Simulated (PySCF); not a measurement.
# C2H8Si2: the cost of one run

The runs use PySCF 2.14.0, with density-fitted response routines of our own; the level of theory stands in each step. All values are computed, except where a source is named. Atoms are numbered from 0 throughout.

## 1. The starting structure

12 atoms, charge 0, multiplicity 1; geometry from: GFN2-xTB. The atoms were then displaced at random by about 0.01 Å, so the start is not that level's minimum.

Bonds of the start (Å): Si0–C1 1.91, C1–C2 1.35, C2–Si3 1.85, Si0–H4 1.44, Si0–H5 1.47, Si0–H6 1.45, C1–H7 1.11, C2–H8 1.09, Si3–H9 1.50, Si3–H10 1.47, Si3–H11 1.45.

## 2. Geometry optimisation at PBE0-D3(BJ)/def2-SVP

What the job is given:

```
{"job": {"xc": "PBE0", "basis": "def2-SVP", "d3": "d3bj", "grid": 1, "shake": 0.01, "kind": "geom"}, "charge": 0, "multiplicity": 1}
Si     1.815390    -0.509000    -0.287550
C      0.684830     0.978180     0.113160
C     -0.653110     1.003860     0.253980
Si    -1.795040    -0.439070     0.103670
H      2.707750    -0.700110     0.825160
H      2.576560    -0.135890    -1.485590
H      1.030480    -1.701210    -0.535400
H      1.246120     1.924890     0.239350
H     -1.097720     1.966560     0.521720
H     -3.189410     0.089510     0.264830
H     -1.586570    -1.425290     1.175410
H     -1.699590    -1.080700    -1.197760
```

On the command line:

```
> OMP_NUM_THREADS=1 python probes_run.py task.json out
```

This one command runs all jobs of the session in turn.

Q: Estimate the wall time and peak memory of this first job on 1 thread of Arm Neoverse N1, shared host.

About 36 s, with a peak of 0.43 GiB.
